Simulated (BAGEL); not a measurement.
# HF/6-31G(d) (density fitting with qzvpp-jkfit, spherical functions) run of GaNH2ClF (SMILES [NH2][Ga]([F])[Cl])

Aim: the vertical ionisation energy of GaNH2ClF at HF/6-31G* (density fitting with qzvpp-jkfit, spherical functions), from 2 runs. 

The results are computed with BAGEL 1.2.2.

5 further runs of the same task are left out: 2 that didn't finish, 3 set aside as unsound or not needed. Runs told in other sessions of the task aren't counted.

## Step 1: Starting point

The species is GaNH2ClF (6 atoms), meant as a singlet with charge 0. As SMILES, `[NH2][Ga]([F])[Cl]`. Geometry: relaxed at PBE0-D4/def2-TZVP.

Bond lengths: N1–Ga2 1.791 Å, Ga2–F3 1.743 Å, Ga2–Cl4 2.117 Å, N1–H5 1.005 Å, N1–H6 1.005 Å. Angles: N1–Ga2–F3 119.0°, N1–Ga2–Cl4 124.0°, F3–Ga2–Cl4 116.9°, Ga2–N1–H5 121.8°, Ga2–N1–H6 122.2°, H5–N1–H6 113.3°.

## Step 2: The energy at HF/6-31G(d) (density fitting with qzvpp-jkfit, spherical functions)

hf.json

```json
{ "bagel": [

{
  "title": "molecule",
  "basis": "6-31gs.json",
  "df_basis": "qzvpp-jkfit",
  "angstrom": true,
  "geometry": [
    { "atom": "N", "xyz": [      -0.193400,       1.027000,      -0.045900 ] },
    { "atom": "Ga", "xyz": [       0.233000,      -0.711000,       0.012900 ] },
    { "atom": "F", "xyz": [       1.569300,      -1.221300,       1.009300 ] },
    { "atom": "Cl", "xyz": [      -0.740100,      -2.208600,      -1.123700 ] },
    { "atom": "H", "xyz": [       0.201900,       1.691500,       0.596800 ] },
    { "atom": "H", "xyz": [      -1.028600,       1.358600,      -0.495600 ] }
  ]
},

{ "title": "hf" },

{ "title": "print", "file": "orbitals.molden", "orbitals": true }

]}
```

The basis set 6-31G* is read from a file made from the Basis Set Exchange's data (not shown).

Launch:

```sh
BAGEL_NUM_THREADS=1 BAGEL hf.json > hf.out
```

The program printed:

```text
* using 1 threads per process

  ===============================================================
  ===============================================================

  *** Geometry ***

  { "atom" : "N", "xyz" : [     -0.365473,      1.940749,     -0.086738 ] },
  { "atom" : "Ga", "xyz" : [      0.440306,     -1.343595,      0.024377 ] },
  { "atom" : "F", "xyz" : [      2.965547,     -2.307923,      1.907301 ] },
  { "atom" : "Cl", "xyz" : [     -1.398586,     -4.173649,     -2.123485 ] },
  { "atom" : "H", "xyz" : [      0.381536,      3.196472,      1.127789 ] },
  { "atom" : "H", "xyz" : [     -1.943772,      2.567382,     -0.936548 ] },

  Number of auxiliary basis functions:      584

  Since a DF basis is specified, we compute 2- and 3-index integrals:
    o Being stored without compression. Storage requirement is 0.031 GB

  Number of basis functions:       82
  Number of electrons      :       66

    * METHOD: MOLECULE                             0.42

  *** RHF ***

  === Nuclear Repulsion ===
   362.4606926516

      * DIIS with orbital gradients will be used.

  === RHF iteration (6-31gs.json) ===
      0      -2537.34902514          0.02249845           0.16
      1      -2537.51127064          0.01505363           0.15
      2      -2537.61454759          0.00121756           0.15
      3      -2537.61544039          0.00050217           0.15
      4      -2537.61557784          0.00010096           0.15
      5      -2537.61558673          0.00003308           0.15
      6      -2537.61558827          0.00001420           0.14
      7      -2537.61558864          0.00000279           0.14
      8      -2537.61558865          0.00000106           0.14
      9      -2537.61558865          0.00000037           0.14
     10      -2537.61558865          0.00000011           0.14
     11      -2537.61558865          0.00000004           0.14
     12      -2537.61558865          0.00000001           0.15
     13      -2537.61558865          0.00000000           0.15
    * SCF iteration converged.

    * Permanent dipole moment:
           (    0.556381,    -1.093158,    -0.038023) a.u.

    * METHOD: HF                                   2.39

    * METHOD: PRINT                                0.01

  ===============================================================
```

Run time: 3 s. Hardware: 1 thread of Arm Neoverse V1, shared host; peak memory 0.15 GiB.

## Step 3: The doublet cation, same level

input.json

```json
{ "bagel": [

{
  "title": "molecule",
  "basis": "6-31gs.json",
  "df_basis": "qzvpp-jkfit",
  "angstrom": "true",
  "geometry": [
    { "atom": "N", "xyz": [      -0.193400,       1.027000,      -0.045900 ] },
    { "atom": "Ga", "xyz": [       0.233000,      -0.711000,       0.012900 ] },
    { "atom": "F", "xyz": [       1.569300,      -1.221300,       1.009300 ] },
    { "atom": "Cl", "xyz": [      -0.740100,      -2.208600,      -1.123700 ] },
    { "atom": "H", "xyz": [       0.201900,       1.691500,       0.596800 ] },
    { "atom": "H", "xyz": [      -1.028600,       1.358600,      -0.495600 ] }
  ]
},

{
  "title": "uhf",
  "charge": 1,
  "nopen": 1
},

{
  "title": "print",
  "file": "orbitals.molden",
  "orbitals": "true"
}

]}
```

The basis set 6-31G* is read from a file made from the Basis Set Exchange's data (not shown).

Launch:

```sh
BAGEL_NUM_THREADS=1 BAGEL input.json > input.out
```

The program printed:

```text
* using 1 threads per process

  ===============================================================
  ===============================================================

  *** Geometry ***

  { "atom" : "N", "xyz" : [     -0.365473,      1.940749,     -0.086738 ] },
  { "atom" : "Ga", "xyz" : [      0.440306,     -1.343595,      0.024377 ] },
  { "atom" : "F", "xyz" : [      2.965547,     -2.307923,      1.907301 ] },
  { "atom" : "Cl", "xyz" : [     -1.398586,     -4.173649,     -2.123485 ] },
  { "atom" : "H", "xyz" : [      0.381536,      3.196472,      1.127789 ] },
  { "atom" : "H", "xyz" : [     -1.943772,      2.567382,     -0.936548 ] },

  Number of auxiliary basis functions:      584

  Since a DF basis is specified, we compute 2- and 3-index integrals:
    o Being stored without compression. Storage requirement is 0.031 GB

  Number of basis functions:       82
  Number of electrons      :       66

    * METHOD: MOLECULE                             0.42

  *** Open-shell HF ***

  === Nuclear Repulsion ===
   362.4606926516

      * DIIS with orbital gradients will be used.

  === UHF iteration (6-31gs.json) ===
      0      -2537.04934619          0.03806713           0.29
      1      -2537.18566473          0.02773051           0.29
      2      -2537.23346244          0.01961760           0.29
      3      -2537.27674567          0.00108937           0.29
      4      -2537.27722729          0.00050132           0.29
      5      -2537.27738037          0.00017591           0.29
      6      -2537.27742211          0.00009175           0.29
      7      -2537.27743776          0.00005538           0.29
      8      -2537.27744493          0.00002710           0.29
      9      -2537.27744602          0.00001413           0.28
     10      -2537.27744625          0.00000674           0.29
     11      -2537.27744632          0.00000194           0.29
     12      -2537.27744636          0.00000089           0.29
     13      -2537.27744637          0.00000046           0.29
     14      -2537.27744637          0.00000024           0.29
     15      -2537.27744637          0.00000012           0.29
     16      -2537.27744637          0.00000005           0.29
     17      -2537.27744637          0.00000003           0.29
     18      -2537.27744637          0.00000002           0.29
     19      -2537.27744637          0.00000001           0.28
     20      -2537.27744637          0.00000001           0.29
    * SCF iteration converged.

    * S^2 (UHF) is 0.7588

    * Permanent dipole moment:
           (    1.066556,    -3.687276,    -0.076164) a.u.

    * METHOD: UHF                                  6.38

    * METHOD: PRINT                                0.01

  ===============================================================
```

Wall time 7.2 s (1 thread of Arm Neoverse V1, shared host); peak memory 0.15 GiB.

## Step 4: Results

Level: HF/6-31G* (density fitting with qzvpp-jkfit, spherical functions).

| quantity | value |
| --- | --- |
| singlet GaNH2ClF: total energy | -2537.61559 Eh |
| singlet GaNH2ClF: dipole moment | 3.12 D |
| singlet GaNH2ClF: HOMO energy | -11.60 eV |
| singlet GaNH2ClF: LUMO energy | 2.01 eV |
| singlet GaNH2ClF: HOMO–LUMO gap | 13.61 eV |
| doublet cation: total energy | -2537.27745 Eh |
| doublet cation: ⟨S²⟩ | 0.759 |
| vertical ionisation energy (to the doublet cation) | 9.201 eV |

In words: Removing an electron at fixed nuclei costs 9.20 eV (212 kcal/mol). −ε(HOMO) before ionisation, 11.60 eV, is 2.40 eV above this ionisation energy.
